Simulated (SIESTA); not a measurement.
## Y in SIESTA: convergence with real-space mesh cutoff

Input of the first run (real-space mesh cutoff 100 Ry); the others differ in this setting and in those tied to it:

Contents of Y.fdf:

```
SystemName                      Y
SystemLabel                     Y
NumberOfSpecies                 1
NumberOfAtoms                   3
%block ChemicalSpeciesLabel
  1  39 Y
%endblock ChemicalSpeciesLabel

LatticeConstant                 1.0 Ang
%block LatticeVectors
     3.6514992371     0.0000000000     0.0000000000
    -1.8257496186     3.1622911012     0.0000000000
     0.0000000000     0.0000000000    20.7474000000
%endblock LatticeVectors
AtomicCoordinatesFormat         Fractional
%block AtomicCoordinatesAndAtomicSpecies
     0.3333333333     0.6666666666     0.3614910784  1  Y
     0.6666666667     0.3333333334     0.5000000000  1  Y
     0.3333333333     0.6666666666     0.6385089216  1  Y
%endblock AtomicCoordinatesAndAtomicSpecies

%block kgrid.MonkhorstPack
    6   0   0  0.0
    0   6   0  0.0
    0   0   1  0.0
%endblock kgrid.MonkhorstPack
XC.Functional                   GGA
XC.Authors                      PBE
PAO.BasisSize                   DZP
PAO.EnergyShift                 0.003 Ry
Mesh.Cutoff                     100 Ry
OccupationFunction              FD
ElectronicTemperature           0.05 eV
Slab.DipoleCorrection           vacuum
MaxSCFIterations                120
SCF.MustConverge                false
SCF.Mixer.Method                Pulay
SCF.Mixer.Weight                0.25
SCF.Mixer.History               8
SCF.DM.Tolerance                5.0e-05
SCF.H.Tolerance                 1.0e-03 eV
WriteForces                     true
Charge.Mulliken                 end
%block PAO.Basis
  Y 5
  n=4 0 2
    3.677 0.000
  n=5 0 2
    9.467 0.000
  n=4 1 2
    4.308 0.000
  n=5 1 1
    9.467
  n=4 2 2
    8.361 0.000
%endblock PAO.Basis
```

Potentials or basis: PseudoDojo 0.4 standard (PBE files), DZP (energy shift 0.003 Ry; two zetas on semicore shells).

The run is started by

```console
$ siesta Y.fdf > Y.out 2>&1
```

Hardware: 1 thread of Arm Neoverse V2, with other jobs on the host.

| real-space mesh cutoff | energy less the tightest run, at zero smearing (meV/atom) | largest force (eV/Å) | SCF cycles | CPU time (s) | peak memory (GiB) |
| --- | --- | --- | --- | --- | --- |
| 100 Ry | -2.54 | 0.168 | 15 | 7.8 | 0.15 |
| 150 Ry | -0.70 | 0.166 | 15 | 12 | 0.17 |
| 200 Ry | -0.15 | 0.167 | 15 | 18 | 0.2 |
| 300 Ry | -0.05 | 0.167 | 15 | 32 | 0.26 |
| 400 Ry | -0.03 | 0.167 | 15 | 41 | 0.3 |
| 500 Ry | -0.01 | 0.167 | 15 | 65 | 0.41 |
| 700 Ry | -0.01 | 0.167 | 15 | 100 | 0.56 |
| 900 Ry | 0.00 | 0.167 | 15 | 130 | 0.7 |
| 1200 Ry | 0.00 | 0.167 | 15 | 220 | 1.1 |

Against the tightest run, the energy stays within 1 meV/atom from 150 Ry on; the largest force stays within 0.005 eV/Å from 100 Ry on. Values are those asked for, which the program may round to a finer grid. The tightest run that finished is the yardstick and may itself not be fully converged.
